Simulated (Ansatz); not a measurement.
# CH4MgO2: vertical ionisation energy

The task here is to estimate one member of a computed series from the others.

Method: unrestricted cation, the program's frozen cores in correlated methods; program: Ansatz 0.2.0, Gaussian basis.

Plan: UKS PBE-D4/def2-TZVPP; UKS r2SCAN-D4/def2-TZVPP; UKS PBE0-D4/def2-TZVPP; UKS B3LYP-D4/def2-TZVPP; UKS wB97X-V/def2-TZVPP; UKS wB97M-V/def2-TZVPP; UKS B2PLYP/def2-TZVPP; UHF-CCSD(T)/def2-TZVPP; UHF-MP2/def2-QZVPP; extrapolation to the limit; then −ε(HOMO) from the neutral's earlier runs with LDA (SPW92), PBE-D4, revPBE-D4, BLYP-D4, r2SCAN-D4, B97M-V, PBE0-D4, B3LYP-D4, r2SCANh-D4, r2SCAN0-D4, HSE06-D4, BHLYP-D4, CAM-B3LYP-D4, LC-ωPBE, ωB97X-V, ωB97M-V.

## The relaxed structure

An earlier PBE0-D4 in a triple-zeta def2 set relaxation fixed the geometry.

SMILES `C[O][Mg][OH]`, 8 atoms, charge 0, spin multiplicity 1.

Atoms are counted from 1 here; the program's logs count them from 0.

Bond lengths: C1–O2 1.376 Å, C1–H5 1.100 Å, C1–H6 1.100 Å, C1–H7 1.100 Å, O2–Mg3 1.757 Å, Mg3–O4 1.765 Å, O4–H8 0.948 Å. Angles: O2–C1–H5 111.8°, O2–C1–H6 111.8°, O2–C1–H7 111.8°, H5–C1–H6 107.1°, H5–C1–H7 107.1°, H6–C1–H7 107.1°, C1–O2–Mg3 179.6°, O2–Mg3–O4 177.4°, Mg3–O4–H8 155.9°.

The first run:

in.yaml

```yaml
crystal:
  periodic: [false, false, false]
  atoms:
    - {symbol: C, position_ang: [0.070604, 1.600991, -0.681751]}
    - {symbol: O, position_ang: [0.035432, 0.333002, -0.149478]}
    - {symbol: Mg, position_ang: [0.003427, -1.286825, 0.530685]}
    - {symbol: O, position_ang: [0.051142, -2.913331, 1.215080]}
    - {symbol: H, position_ang: [1.101311, 1.966116, -0.799227]}
    - {symbol: H, position_ang: [-0.457764, 2.325634, -0.045156]}
    - {symbol: H, position_ang: [-0.400605, 1.640004, -1.674712]}
    - {symbol: H, position_ang: [-0.311447, -3.722690, 1.548757]}
basis:
  gaussian: {orbitals: def2-TZVPP}
total_charge: 1
magnetization: {spin_polarized: true, initial_magnetization: 1}
hamiltonian: {xc: pbe, dispersion: d4}
```

Launch:

```sh
ansatz run in.yaml --threads 2 --pin off --events-out ev --progress --plain --max-ram 22528MiB --backend cpu
```

Steps of the session up to this table: Cation, UKS PBE-D4/def2-TZVPP; Cation, UKS r2SCAN-D4/def2-TZVPP; Cation, UKS PBE0-D4/def2-TZVPP; Cation, UKS B3LYP-D4/def2-TZVPP; Cation, UKS wB97X-V/def2-TZVPP; Cation, UKS wB97M-V/def2-TZVPP; Cation, UKS B2PLYP (frozen core)/def2-TZVPP; Cation, UHF-CCSD(T)/def2-TZVPP; Cation, UHF-MP2/def2-QZVPP.

One table of the session follows, with a row left open; its other results are not shown here.

It belongs to the step «Ionisation energies side by side». Orbital estimates, from the neutral's runs:

| functional | −ε(HOMO) (eV) |
| --- | --- |
| LDA (SPW92) | 5.78 |
| PBE-D4 | 5.62 |
| revPBE-D4 | 5.55 |
| BLYP-D4 | 5.56 |
| r2SCAN-D4 | 5.89 |
| B97M-V | 5.98 |
| PBE0-D4 | 7.11 |
| B3LYP-D4 | 6.91 |
| r2SCANh-D4 | 6.46 |
| r2SCAN0-D4 | 7.32 |
| HSE06-D4 | 6.71 |
| BHLYP-D4 | ? |
| CAM-B3LYP-D4 | 8.61 |
| LC-ωPBE | 9.94 |
| ωB97X-V | 9.61 |
| ωB97M-V | 9.56 |

Estimate the missing values for BHLYP-D4.

Worked estimate for «−ε(HOMO) (eV)». Against the share of exact exchange, BLYP-D4 (0, 5.56), B3LYP-D4 (0.2, 6.91) give a slope of 6.75 per unit share; at 0.5 the line stands at 8.93.

As computed: −ε(HOMO) (eV): 8.60. In «−ε(HOMO) (eV)» the line misses by +0.33.
